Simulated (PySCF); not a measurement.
# [BrCl2]+: structure of the singlet

Where does singlet [BrCl2]+ go from a PBE0 minimum start, is the end point a minimum, and what are its modes, charges and moments?

Method: PBE0, basis Br def2-TZVP, Cl def2-TZVP, no relativity, density fitting; program: PySCF 2.14.0.

## Step 1: Starting geometry

3 atoms, charge 1, spin multiplicity 1.

Bond lengths: Br1–Cl2 2.101 Å, Br1–Cl3 2.101 Å. Angles: Cl2–Br1–Cl3 105.9°.

Coordinates in bohr (charge 1 multiplicity 1):
```
Br    0.0000    0.0000   -1.1237
Cl    3.1677    0.0000    1.2688
Cl   -3.1677    0.0000    1.2688
```

## Step 2: First SCF at the start

The steps below are one call of a driver around PySCF. For each, scf.py gives the equivalent set-up of the SCF; relaxations use the driver's own optimiser. After this first run the driver tries any further starts and a stability analysis.

File scf.py:

```python
from pyscf import gto, scf, dft
mol = gto.M(atom='''
Br     0.000000     0.000000    -0.594638
Cl     1.676299    -0.000000     0.671408
Cl    -1.676299     0.000000     0.671408''',
    basis={'Br': 'def2-TZVP', 'Cl': 'def2-TZVP'},
    charge=1, spin=0)
mf = dft.RKS(mol, xc='PBE0')
mf.grids.atom_grid = (50, 194)
aux = {'Br': 'def2-universal-JKFIT', 'Cl': 'def2-universal-JKFIT'}
mf = mf.density_fit(auxbasis=aux)
mf.conv_tol = 1e-08
mf.diis_space = 10
mf.max_cycle = 60
mf.init_guess = 'minao'
mf.verbose = 4
mf.kernel()
```

On the command line:

```sh
> OMP_NUM_THREADS=2 python axn.py task.json out
```

Further steps of the session: Relaxation: PBE0 minimum start, singlet; Is it a minimum? Harmonic modes.

Before running it: what results should come out? Wanted: minimum; geometry; wavenumbers; dipole moment; highest occupied, lowest empty level; polar-tensor charge of Br1; zero-point energy.

As calculated:

```
                            quantity                                value
                             minimum                         singlet, C2v
                            geometry  Br–Cl 2.101 Å (×2); Cl–Br–Cl 105.9°
                  wavenumbers (cm⁻¹)         164 (a1), 442 (b2), 453 (a1)
      dipole moment (centre of mass)                               0.25 D
highest occupied, lowest empty level                    -14.82, -10.34 eV
          polar-tensor charge of Br1                              +0.89 e
                   zero-point energy                           6.3 kJ/mol
                 entropy at 298.15 K                      293.2 J/(mol K)
```

The molecule stays C2v, as typed, and the end point is a minimum. In the infrared the band at 442 cm⁻¹ (b2, stretch) leads. Only this shape and spin were tried, so other structures or states may lie lower.
